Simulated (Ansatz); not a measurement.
# SnH4N2F2: the cost of one run

Program: Ansatz 0.2.0. Level of theory: DFT PBEsol, plane waves, PAW, scalar-relativistic, no spin polarisation. These are calculated values, not measurements.

## (1) The starting structure

The cell holds 36 atoms (F8H16N8Sn4): a = 6.116 Å, b = 6.116 Å, c = 13.256 Å, α = 120.88°, β = 120.88°, γ = 65.60°.

Its coordinates follow in the input file.

## (2) Run 1

190 steps of 0.56 fs under a Langevin thermostat at 2800 K.

File input.yaml:

```yaml
crystal:
  lattice:
    - [-1.392234, 3.313147, 4.94872]
    - [-1.392234, -3.313147, 4.94872]
    - [12.297354, 0.0, -4.94872]
  atoms:
    - { symbol: Sn, position: [0.0, 0.0, 0.0] }
    - { symbol: H, position: [0.522, 0.522, 0.61] }
    - { symbol: H, position: [0.478, 0.478, 0.39] }
    - { symbol: H, position: [0.4624, 0.4624, 0.701] }
    - { symbol: H, position: [0.5376, 0.5376, 0.299] }
    - { symbol: "N", position: [0.41805, 0.41805, 0.6067] }
    - { symbol: "N", position: [0.58195, 0.58195, 0.3933] }
    - { symbol: F, position: [0.56375, 0.56375, 0.8812] }
    - { symbol: F, position: [0.43625, 0.43625, 0.1188] }
    - { symbol: Sn, position: [0.5, 0.5, 0.0] }
    - { symbol: H, position: [0.022, 0.022, 0.61] }
    - { symbol: H, position: [0.978, 0.978, 0.39] }
    - { symbol: H, position: [0.9624, 0.9624, 0.701] }
    - { symbol: H, position: [0.0376, 0.0376, 0.299] }
    - { symbol: "N", position: [0.91805, 0.91805, 0.6067] }
    - { symbol: "N", position: [0.08195, 0.08195, 0.3933] }
    - { symbol: F, position: [0.06375, 0.06375, 0.8812] }
    - { symbol: F, position: [0.93625, 0.93625, 0.1188] }
    - { symbol: Sn, position: [0.5, 0.0, 0.5] }
    - { symbol: H, position: [0.022, 0.522, 0.11] }
    - { symbol: H, position: [0.978, 0.478, 0.89] }
    - { symbol: H, position: [0.9624, 0.4624, 0.201] }
    - { symbol: H, position: [0.0376, 0.5376, 0.799] }
    - { symbol: "N", position: [0.91805, 0.41805, 0.1067] }
    - { symbol: "N", position: [0.08195, 0.58195, 0.8933] }
    - { symbol: F, position: [0.06375, 0.56375, 0.3812] }
    - { symbol: F, position: [0.93625, 0.43625, 0.6188] }
    - { symbol: Sn, position: [0.0, 0.5, 0.5] }
    - { symbol: H, position: [0.522, 0.022, 0.11] }
    - { symbol: H, position: [0.478, 0.978, 0.89] }
    - { symbol: H, position: [0.4624, 0.9624, 0.201] }
    - { symbol: H, position: [0.5376, 0.0376, 0.799] }
    - { symbol: "N", position: [0.41805, 0.91805, 0.1067] }
    - { symbol: "N", position: [0.58195, 0.08195, 0.8933] }
    - { symbol: F, position: [0.56375, 0.06375, 0.3812] }
    - { symbol: F, position: [0.43625, 0.93625, 0.6188] }
basis:
  ecutwfc: 420.0
kpoints:
  mp_grid: { grid: [3, 3, 2] }
hamiltonian:
  xc: pbesol
scf:
  occupations: { method: fermi_dirac, width: 0.24 }
  lower_state_search: "off"
md:
  timestep: 0.56
  n_steps: 190
  ensemble: nvt_langevin
  temperature: 2800.0
  initial_velocities: maxwell_boltzmann
  seed: 824504
  friction: 0.02
```

Run with:

```sh
$ ansatz run input.yaml --threads 4 --pin off --max-ram 10240MiB --backend cpu --events-out ev --progress --plain --runs-dir out
```

Q: Estimate wall time and peak memory on 4 threads of AMD EPYC 7B13 (Zen 3), shared host.

About 24 min, with a peak of 1.7 GiB.
